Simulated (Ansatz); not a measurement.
**ClFH6Si2 (built from SMILES F.[SiH3][SiH2]Cl): search for a transition state**

Wanted: the transition state of a four-centre ligand exchange (form Si1–F7, Cl2–H6 and break Si1–Cl2, H6–F7). The guess is relaxed with those distances held, a saddle search follows, and vibrations and two downhill relaxations check it.

Method: PBE0-D4, def2-SVP first, then def2-TZVP; program: Ansatz 0.2.0, Gaussian basis.

31 further runs of the same task are left out: 31 set aside as unsound or not needed.

**1. The system as given**

The guess: 10 atoms, charge 0, spin multiplicity 1.

Atoms are counted from 1 here; the program's logs count them from 0.

Bond lengths: Si1–H3 1.458 Å, Si1–H4 1.485 Å, Si1–Si5 2.316 Å, Si5–H8 1.466 Å, Si5–H9 1.467 Å, Si5–H10 1.464 Å. Angles: H3–Si1–H4 100.8°, H3–Si1–Si5 130.8°, H4–Si1–Si5 107.6°, Si1–Si5–H8 113.5°, Si1–Si5–H9 108.0°, Si1–Si5–H10 112.8°, H8–Si5–H9 107.8°, H8–Si5–H10 107.4°, H9–Si5–H10 107.1°.

As a file:

```mol
ClFH6Si2
  3D, bonds by distance, orders not assigned

 10  6  0  0  0  0  0  0  0  0999 V2000
   -0.8288   -0.0032   -0.4445 Si  0  0
   -0.4505    2.4182   -0.8881 Cl  0  0
   -1.3370   -0.6672   -1.6391 H   0  0
   -2.0980    0.4171    0.2008 H   0  0
    0.5872   -0.7626    1.2235 Si  0  0
    0.6811    1.3350   -1.6665 H   0  0
    0.7745    0.1420   -1.6415 F   0  0
    1.1689    0.3135    2.0318 H   0  0
   -0.1910   -1.6245    2.1194 H   0  0
    1.6936   -1.5684    0.7042 H   0  0
  1  3  8  0
  1  4  8  0
  1  5  8  0
  5  8  8  0
  5  9  8  0
  5 10  8  0
M  END
```

Distances that are to change: Si1–F7 2.01 Å, Cl2–H6 1.75 Å, Si1–Cl2 2.49 Å, H6–F7 1.20 Å.

**2. Relaxing the guess with the reacting distances held**

The input, hold/in.yaml:

```yaml
crystal:
  periodic: [false, false, false]
  atoms:
    - {symbol: Si, position_ang: [-0.828800, -0.003200, -0.444500]}
    - {symbol: Cl, position_ang: [-0.450500, 2.418200, -0.888100]}
    - {symbol: H, position_ang: [-1.337000, -0.667200, -1.639100]}
    - {symbol: H, position_ang: [-2.098000, 0.417100, 0.200800]}
    - {symbol: Si, position_ang: [0.587200, -0.762600, 1.223500]}
    - {symbol: H, position_ang: [0.681100, 1.335000, -1.666500]}
    - {symbol: F, position_ang: [0.774500, 0.142000, -1.641500]}
    - {symbol: H, position_ang: [1.168900, 0.313500, 2.031800]}
    - {symbol: H, position_ang: [-0.191000, -1.624500, 2.119400]}
    - {symbol: H, position_ang: [1.693600, -1.568400, 0.704200]}
basis:
  gaussian: {orbitals: def2-SVP}
hamiltonian: {xc: pbe0, dispersion: d4}
relax: {f_tol: 0.08, max_steps: 120, escape_saddle: false, constraints: [{distance: [0, 6]}, {distance: [1, 5]}, {distance: [0, 1]}, {distance: [5, 6]}]}
```

No record of the launch command was kept for these runs.

The runs that follow: Saddle search in the small basis; Saddle search in triple zeta; Checking the order of the point; Relaxing after a step of 0.30 Å one way along the mode; Relaxing after a step of 0.30 Å the other way along the mode.

What does the calculation give? Wanted: imaginary mode; barrier from the start side; barrier from the end side; energy of the step; pairs that change; zero-point energy at the saddle.

**Answer**, as computed:

| quantity | value |
| --- | --- |
| imaginary mode | 295i cm⁻¹ |
| barrier from the start side | 27.0 kcal/mol |
| barrier from the end side | 32.5 kcal/mol |
| energy of the step | -5.5 kcal/mol |
| pairs that change | Si1–F7 formed, Cl2–H6 formed, Si1–Cl2 broken, H6–F7 broken |
| zero-point energy at the saddle | 1.467 eV |

What this shows: One imaginary mode, 295i cm⁻¹, makes this a first-order saddle. The two relaxations end on the structures that were planned. At PBE0-D4/def2-TZVP the electronic barrier is 27.0 kcal/mol, about 46 kT at 298 K, and the step runs 5.5 kcal/mol downhill. The ends are the nearest minima, not always the lowest complexes.
